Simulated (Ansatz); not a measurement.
# CH2AlNO: how energies converge with the basis set

How large a basis does CH2AlNO need? Two functionals are run in growing sets.

Program: Ansatz 0.2.0, Gaussian basis. Level of theory: one geometry, several basis sets. These are calculated values, not measurements.

Plan: PBE0-D4/def2-SVP; ωB97M-V/def2-SVP; PBE0-D4/def2-QZVPP; ωB97M-V/def2-QZVPP; the functionals' def2-TZVPP values are taken from earlier runs.

**1. The geometry**

The geometry comes from an earlier relaxation with PBE0-D4 in a triple-zeta def2 set; it is a stationary point.

SMILES `N#[C][AlH][OH]`, 6 atoms, charge 0, spin multiplicity 1.

Atoms are counted from 1 here; the program's logs count them from 0.

Bond lengths: N1–C2 1.153 Å, C2–Al3 1.929 Å, Al3–O4 1.681 Å, Al3–H5 1.568 Å, O4–H6 0.955 Å. Angles: N1–C2–Al3 177.3°, C2–Al3–O4 113.9°, C2–Al3–H5 120.8°, O4–Al3–H5 125.2°, Al3–O4–H6 125.4°.

**2. PBE0-D4 in def2-SVP**

in.yaml reads:

```yaml
crystal:
  periodic: [false, false, false]
  atoms:
    - {symbol: N, position_ang: [2.424442, -1.063881, 0.896597]}
    - {symbol: C, position_ang: [1.389141, -0.717913, 0.524132]}
    - {symbol: Al, position_ang: [-0.370744, -0.226522, -0.095387]}
    - {symbol: O, position_ang: [-0.557274, 1.418349, -0.385475]}
    - {symbol: H, position_ang: [-1.485804, -1.312087, -0.291072]}
    - {symbol: H, position_ang: [-1.357661, 1.838153, -0.694896]}
basis:
  gaussian: {orbitals: def2-SVP}
hamiltonian: {xc: pbe0, dispersion: d4}
output: {orbitals: {seedname: orbitals}}
```

The run is started by

```console
$ ansatz run in.yaml --threads 2 --pin off --events-out ev --progress --plain --max-ram 4352MiB
```

After this run come: ωB97M-V in def2-SVP; PBE0-D4 in def2-QZVPP; ωB97M-V in def2-QZVPP.

Before running them: what should the planned runs give, taken together? Wanted: PBE0-D4: double and triple zeta above quadruple; ωB97M-V: double and triple zeta above quadruple.

The runs gave:

```
                                       quantity          value
PBE0-D4: double and triple zeta above quadruple  8.41, 0.47 eV
ωB97M-V: double and triple zeta above quadruple  8.52, 0.44 eV
```

**Reading.** PBE0-D4 gains 7.94 eV from double to triple zeta, then 0.47 eV more. These are total energies; as a rule much of such shifts cancels in differences, which this series doesn't test.
